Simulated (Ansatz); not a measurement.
**InPH₆O₃: basis-set convergence**

How large a basis does InPH₆O₃ need? Two functionals are run in growing sets.

Computed with Ansatz 0.2.0, Gaussian basis. Level: one geometry, several basis sets.

Plan: PBE0-D4/def2-SVP; ωB97M-V/def2-SVP; PBE0-D4/def2-QZVPP; ωB97M-V/def2-QZVPP; the functionals' def2-TZVPP values are taken from earlier runs.

## 1. The relaxed structure

The geometry comes from an earlier relaxation with PBE0-D4 in a triple-zeta def2 set; it is a stationary point, not always the lowest conformer. In takes the def2 core potential; no spin-orbit term is included.

11 atoms, charge 0, spin multiplicity 1.

Atoms are counted from 1 here; the program's logs count them from 0.

Bond lengths: O1–In2 1.996 Å, O1–H6 0.960 Å, In2–O3 1.996 Å, In2–O4 1.996 Å, In2–P5 2.771 Å, O3–H7 0.960 Å, O4–H8 0.960 Å, P5–H9 1.410 Å, P5–H10 1.410 Å, P5–H11 1.410 Å. Angles: In2–O1–H6 111.7°, O1–In2–O3 118.8°, O1–In2–O4 118.8°, O1–In2–P5 96.4°, O3–In2–O4 118.8°, O3–In2–P5 96.4°, O4–In2–P5 96.2°, In2–O3–H7 111.8°, In2–O4–H8 111.8°, In2–P5–H9 119.1°, In2–P5–H10 119.0°, In2–P5–H11 119.0°, H9–P5–H10 98.5°, H9–P5–H11 98.5°, H10–P5–H11 98.5°.

As a file:

| atom | x (Å) | y (Å) | z (Å) |
| --- | --- | --- | --- |
| O1 | -1.74326 | 0.49674 | 1.44234 |
| In2 | -0.10900 | -0.48534 | 0.85296 |
| O3 | 1.65438 | 0.02528 | 1.63568 |
| O4 | -0.31569 | -2.30012 | 0.04853 |
| P5 | 0.21506 | 0.86834 | -1.54309 |
| H6 | -1.55969 | 1.08102 | 2.18167 |
| H7 | 2.25491 | -0.72242 | 1.67832 |
| H8 | -1.21565 | -2.62447 | 0.12861 |
| H9 | 0.50223 | 2.24807 | -1.51771 |
| H10 | 1.23587 | 0.46020 | -2.42520 |
| H11 | -0.85386 | 0.89582 | -2.46142 |

## 2. PBE0-D4 in def2-SVP

The input, in.yaml:

```yaml
crystal:
  periodic: [false, false, false]
  atoms:
    - {symbol: O, position_ang: [-1.743258, 0.496744, 1.442338]}
    - {symbol: In, position_ang: [-0.108999, -0.485342, 0.852964]}
    - {symbol: O, position_ang: [1.654380, 0.025280, 1.635682]}
    - {symbol: O, position_ang: [-0.315686, -2.300125, 0.048534]}
    - {symbol: P, position_ang: [0.215063, 0.868337, -1.543088]}
    - {symbol: H, position_ang: [-1.559690, 1.081017, 2.181672]}
    - {symbol: H, position_ang: [2.254907, -0.722422, 1.678320]}
    - {symbol: H, position_ang: [-1.215655, -2.624470, 0.128610]}
    - {symbol: H, position_ang: [0.502231, 2.248067, -1.517706]}
    - {symbol: H, position_ang: [1.235866, 0.460196, -2.425204]}
    - {symbol: H, position_ang: [-0.853859, 0.895815, -2.461424]}
basis:
  gaussian: {orbitals: def2-SVP}
hamiltonian: {xc: pbe0, dispersion: d4}
output: {orbitals: {seedname: orbitals}}
```

Started as:

```
> ansatz run in.yaml --threads 8 --pin off --events-out ev --progress --plain --max-ram 20889MiB
```

The runs that follow: ωB97M-V in def2-SVP; PBE0-D4 in def2-QZVPP; ωB97M-V in def2-QZVPP.

Before running them: what should the planned runs give, taken together? Wanted: PBE0-D4: double and triple zeta above quadruple; ωB97M-V: double and triple zeta above quadruple.

As calculated:

```
                                       quantity           value
PBE0-D4: double and triple zeta above quadruple  12.46, 0.75 eV
ωB97M-V: double and triple zeta above quadruple  12.66, 0.72 eV
```

**Reading.** PBE0-D4 gains 11.71 eV from double to triple zeta, then 0.75 eV more. Total energies overstate the basis error of differences, where much of it tends to cancel. The LUMO of ωB97M-V is positive and keeps falling with the basis (1.32 to 0.43 eV): an unbound level that the basis holds in place.
